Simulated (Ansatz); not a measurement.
# GeCN2 (R-3m) in Ansatz: band structure with PBEsol

Aim: the band structure of GeCN2 with PBEsol.

All numbers are computed with Ansatz 0.2.0; they aren't measurements. Logs are shortened: lines on timing, memory, paths and dates and some standing lists are left out, and cuts for length are marked.

## 1. The crystal as given

Symmetry: R-3m, No. 166, trigonal system. Conventional cell: a = 3.588 Å, b = 3.588 Å, c = 14.766 Å, α = 90.00°, β = 90.00°, γ = 120.00°. Around Ge (site symmetry -3m) lie 6 N at 2.40 Å. N (site symmetry 3m) has 1 C at 1.24 Å as nearest neighbours. C (site symmetry -3m) has 2 N at 1.24 Å as nearest neighbours.

The cell comes from a database or a generator and needn't be the stable form of this composition.

## 2. Band structure, PBEsol

File input.yaml:

```yaml
crystal:
  lattice:
    - [1.7937903697, 1.0356453528, 4.9219572124]
    - [-1.7937903697, 1.0356453528, 4.9219572124]
    - [0.0, -2.0712907056, 4.9219572124]
  atoms:
    - { symbol: Ge, position: [0.0, 0.0, 0.0] }
    - { symbol: "N", position: [0.5839044, 0.5839044, 0.5839044] }
    - { symbol: "N", position: [0.4160956, 0.4160956, 0.4160956] }
    - { symbol: C, position: [0.5, 0.5, 0.5] }
hamiltonian:
  xc: pbesol
  pseudopotentials: { kind: paw }
kpoints:
  mp_grid: { grid: [9, 9, 9] }
  band_path:
    path:
      - [[0.0, 0.0, 0.0], [0.5, 0.0, 0.0], [0.5, 0.1961825099, -0.1961825099]]
      - [[0.8038174901, 0.5, 0.1961825099], [0.5, 0.5, 0.5], [0.0, 0.0, 0.0], [0.3480912549, 0.0, -0.3480912549]]
      - [[0.6519087451, 0.3480912549, 0.0], [0.5, 0.5, 0.0], [0.6519087451, 0.6519087451, 0.1961825099], [0.5, 0.5, 0.5]]
      - [[0.5, 0.0, 0.0], [0.8038174901, 0.3480912549, 0.3480912549]]
    npoints: 14
scf:
  occupations: { method: fermi_dirac, width: 0.05 }
  n_extra_bands: 10
output:
  forces: true
  stress: true
  eigenvalues: true
  fatbands: true
```

Potentials or basis: Ansatz PAW.

Command:

```sh
ansatz run input.yaml --threads 2 --pin off --max-ram 5632MiB --backend cpu --events-out ev --progress --plain --runs-dir out
```

Log:

```text
Warning: RAYON_NUM_THREADS=2 ignored (pool sized by the plan → 2); use --threads N
basis.fft_grid_basis auto: the FFT boxes are laid along the combinations [[1, 0, -1], [0, 1, -1], [0, 0, 1]] of the cell's own vectors, 3.588, 3.588 and 5.340 Å long. The dense box has 24×24×36 points. Along the cell's own vectors, as sized, it would have 36×36×36, 2.25 times as many. Of the 12 symmetry operations that the crystal satisfies within crystal.symmetry.tolerance (time reversal apart; of a slab, those that keep its plane) the dense box along the cell's own vectors carries 12, and the one as laid loses 8 of those. basis.fft_grid_basis: typed keeps the cell's own vectors: state it where this run's energies or levels are differenced outside the engine with another run's, or held beside a run that keeps those vectors.
scf.n_extra_bands = 10 over 14 filled bands (N_el = 28.0): the run solves 24 bands
Engine: ansatz 0.2.0, x86_64-unknown-linux-gnu
Pseudopotentials: kind: paw
Pseudopotential: Ge, paw, valence charge 14, recommended cutoff 420 eV (normal), Ge.paw.azcp
Pseudopotential: N, paw, valence charge 5, recommended cutoff 420 eV (normal), N.paw.azcp
Pseudopotential: C, paw, valence charge 4, recommended cutoff 420 eV (normal), C.paw.azcp
Functional definition: PBEsol
  exchange = pbesol_x
  correlation = pbesol_c
Crystal: 4 atoms, lattice volume = 54.862 Å³
Basis set: ecut = 420 eV, 1037 PW (Γ), FFT grids on a1−a3, a2−a3, a3, exchange–correlation on 48×48×72 points (8 copies of the dense FFT grid, shifted against one another)
Bands: 24, of which v1, the nominal top of the filled ones, is band 14 counted from 1 (13 counted from 0)
Symmetry: 12 space group operations
Space group: R-3m (ITA 166), of the structure as read, at distance tolerance 3.8e-5 Å
k-points: 85 of 729
Non-local potential: Ge, projectors of the file, l = 0: 2, l = 1: 2, l = 2: 3, l = 3: 1
Non-local potential: N, projectors of the file, l = 0: 2, l = 1: 2, l = 2: 1
Non-local potential: C, projectors of the file, l = 0: 2, l = 1: 2, l = 2: 1
PAW form: soft (Blöchl's): semilocal exchange-correlation on the pseudo side does not see the compensation charge
PAW frozen core: Ge, regenerated for the run's functional, and the local potential with it (the file was generated under x = pbe(κ = 0.804, μ = 0.2195149727645171), c = pbe(β = 0.06672455060314922))
PAW frozen core: N, regenerated for the run's functional, and the local potential with it (the file was generated under x = pbe(κ = 0.804, μ = 0.2195149727645171), c = pbe(β = 0.06672455060314922))
PAW frozen core: C, regenerated for the run's functional, and the local potential with it (the file was generated under x = pbe(κ = 0.804, μ = 0.2195149727645171), c = pbe(β = 0.06672455060314922))
PAW one-centre angular grid: Ge, 590 points (default); XC on 64 Gauss nodes
PAW one-centre angular grid: N, 110 points (default); XC on 64 Gauss nodes
PAW one-centre angular grid: C, 110 points (default); XC on 64 Gauss nodes
Initial density: superposition of atomic densities (neutral atoms: chi_scale 0, normalization atom), corrected by the library's trained network
Initial wavefunctions: pseudopotential atomic-orbital guess
Functional: x = pbesol(κ = 0.804, μ = 0.12345679012345678), c = pbesol(β = 0.046)
SCF iter   1: F=—  HF=-5255.976950 eV  |F-HF|=—  |Δ(HF+E_count)|=         —  Δρ=1.02e-2  dr2=6.64e-2  ethr=1.77e-3  ⟨swp⟩=5.8  Hψ=10145  notcnv=0  defer=49
preconditioner: auto → none  [insulator: Δε(μ)=0.913 eV  Ē_g=21.638 eV  σ=0.050 eV  W_gap=1.00  n_scr=14 (ndim 8)  ℏωp=26.5 eV  f_vac=0.084  D(μ)=0.00/eV (n_scr^D=0)  ε∞_Penn≈2.5]
SCF iter   2: F=—  HF=-5255.965280 eV  |F-HF|=—  |Δ(HF+E_count)|=   1.17e-2  Δρ=5.19e-3  dr2=1.58e-2  ethr=2.37e-4  ⟨swp⟩=2.0  Hψ=3846  notcnv=0  defer=233
SCF iter   3: F=—  HF=-5255.961034 eV  |F-HF|=—  |Δ(HF+E_count)|=   4.25e-3  Δρ=1.04e-3  dr2=3.75e-4  ethr=5.64e-5  ⟨swp⟩=2.0  Hψ=3067  notcnv=0  defer=233
SCF iter   4: F=—  HF=-5255.961389 eV  |F-HF|=—  |Δ(HF+E_count)|=   3.54e-4  Δρ=4.72e-4  dr2=1.32e-4  ethr=1.34e-6  ⟨swp⟩=2.0  Hψ=2514  notcnv=0  defer=233
SCF iter   5: F=—  HF=-5255.961413 eV  |F-HF|=—  |Δ(HF+E_count)|=   2.43e-5  Δρ=1.48e-4  dr2=9.73e-6  ethr=4.71e-7  ⟨swp⟩=2.0  Hψ=2551  notcnv=0  defer=233
SCF iter   6: F=—  HF=-5255.961415 eV  |F-HF|=—  |Δ(HF+E_count)|=   1.97e-6  Δρ=3.51e-5  dr2=3.63e-7  ethr=3.48e-8  ⟨swp⟩=2.2  Hψ=2425  notcnv=0  defer=233
SCF iter   7: F=-5255.961416 eV  HF=-5255.961416 eV  |F-HF|=1.14e-8  |Δ(HF+E_count)|=   9.88e-7  Δρ=4.48e-6  dr2=8.02e-9  ethr=3.57e-10  ⟨swp⟩=10.0  Hψ=9907  notcnv=0
SCF 1 converged in 7 iterations: F = -5255.961416 eV  dr2 = 8.02e-9
NSCF: frozen V_eff on 130 k-points
SCF converged after 7 iterations
Free energy (F): -5255.961416 eV
Harris-Foulkes:  -5255.961416 eV  (|F-HF|=1.14e-8)
Internal energy: -5255.961415 eV  (E = F + TS)
E sigma→0 (E₀):  -5255.961415 eV
Entropy (-TS):   -0.000001 eV (-0.000 meV/atom)
Fermi energy:    6.604040 eV
--- Per-component energies (eV) ---
  E_band       = -221.031894
  E_kinetic    = 454.089172
  E_local      = -3197.059357  (includes V_loc(G=0)·N_el)
  E_nonlocal   = 534.154363
  E_hartree    = 1300.901225
  E_xc         = -237.520432
  E_vxc        = -270.023767  (∫ρ·V_xc dr)
  E_paw        = -2311.695670  (= ΣΔE_a)
  E_vpaw       = -343.992907  (= ΣTr[D̂ρ^β])
  E_aug_tail   = 0.000453  (compensation charges beyond the density's cutoff)
  E_ewald      = -1799.826404
  E_core_change = 0.995234  (= ΣΔE_core)
  E_smearing   = -0.000001  (= −TS)
  E_closure    = -0.000000  (closes the sum)
  Σ components = -5255.961416   (vs F -5255.961416, Δ=0.00e0)
--- Forces (eV/Å), atoms counted from 1 ---
  atom   1  Ge     0.00000000     0.00000000    -0.00000000
  atom   2  N     -0.00000000    -0.00000000     0.06568351
  atom   3  N      0.00000000     0.00000000    -0.06568351
  atom   4  C     -0.00000000    -0.00000000    -0.00000000
  max |Σ_I F_I| component: 5.55e-17 eV/Å
--- Stress (GPa, compression-positive) ---
       -3.208252       0.000000       0.000000
        0.000000      -3.208252      -0.000000
        0.000000       0.000000      -3.388703
  P = ⅓ Tr σ = -3.2684 GPa (-32.684 kbar)
--- Band table (eV; the first three rows and the last of 85) ---
  k-point 0: bands = ["-18.6365", "-18.6328", "-18.6328", "-18.6228", "-18.6228", "-13.1006", "-10.9615", "-4.6168", "0.6439", "0.8789", "0.8789", "3.9712", "4.1768", "4.1768", "8.5123", "9.3024", "9.3024", "10.9874", "13.3095", "13.3095", "15.9523", "16.6922", "16.6922", "18.0682"]
  k-point 1: bands = ["-18.6357", "-18.6332", "-18.6308", "-18.6243", "-18.6231", "-13.0607", "-10.9469", "-4.5036", "0.5384", "0.6731", "0.8556", "3.7799", "3.9715", "3.9869", "8.7262", "9.1868", "9.5387", "11.6574", "12.9707", "13.2289", "15.3753", "16.3871", "16.9955", "19.7695"]
  k-point 2: bands = ["-18.6377", "-18.6309", "-18.6276", "-18.6258", "-18.6239", "-12.9571", "-10.9094", "-4.1743", "-0.1855", "0.6693", "0.8016", "3.0341", "3.5602", "3.7132", "8.6875", "9.9201", "10.1023", "12.1031", "12.9810", "13.1050", "14.2283", "17.1356", "17.8819", "19.1572"]
  k-point 84: bands = ["-18.6355", "-18.6332", "-18.6309", "-18.6245", "-18.6231", "-12.8779", "-11.3042", "-3.7237", "-0.5311", "0.5833", "0.8253", "3.3465", "4.0225", "5.5298", "7.3648", "9.8310", "10.2843", "11.5597", "11.7232", "14.0025", "16.2422", "16.6927", "18.0827", "18.7416"]
```

It took 5.1 s on 2 threads of AMD EPYC 7R43 (Zen 3), shared host; peak memory 0.43 GiB.

Results:

```yaml
Free_energy: -5255.9614 eV
Pressure: -3.3 GPa
Largest_force: 0.066 eV/Å
Band_gap_on_the_k_mesh: 1.00 eV, indirect (least direct gap 1.84 eV)
Band_gap_along_the_path: 0.95 eV, indirect (least direct gap 1.82 eV)
```

Forces on the atoms (eV/Å):
```
Ge   0.000  0.000  0.000
N    0.000  0.000  0.066
N    0.000  0.000 -0.066
C    0.000  0.000  0.000
```

Stress tensor (GPa, compression positive):
```
-3.21  0.00  0.00
 0.00 -3.21  0.00
 0.00  0.00 -3.39
```

Levels at the corners of the path, in eV from the valence-band top:
```csv
point,band 12,band 13,band 14,band 15,band 16,band 17
Γ,-2.10,-1.89,-1.89,2.44,3.23,3.23
L,-3.89,-3.27,-3.22,2.79,4.98,5.19
B1,-4.89,-3.04,-0.76,2.16,3.56,4.66
B,-4.89,-3.04,-0.76,2.16,3.56,4.66
Z,-1.98,-1.98,-1.09,0.95,4.74,4.74
Γ,-2.10,-1.89,-1.89,2.44,3.23,3.23
X,-5.16,-2.99,-0.98,2.45,3.38,4.91
Q,-5.16,-2.99,-0.98,2.45,3.38,4.91
F,-5.74,-1.75,0.00,2.02,2.08,3.95
P1,-5.10,-2.18,-0.72,2.62,2.73,3.52
Z,-1.98,-1.98,-1.09,0.95,4.74,4.74
L,-3.89,-3.27,-3.22,2.79,4.98,5.19
P,-5.10,-2.18,-0.72,2.62,2.73,3.52
```

Caveat: the k mesh misses the band edges, so the gap on the mesh is wider than the one along the path; the pressure holds a Pulay correction of +0.5 GPa for the finite cutoff; the PAW data sets come from PBE, with cores solved anew for the run's functional, which leaves a small shift of forces and pressure.
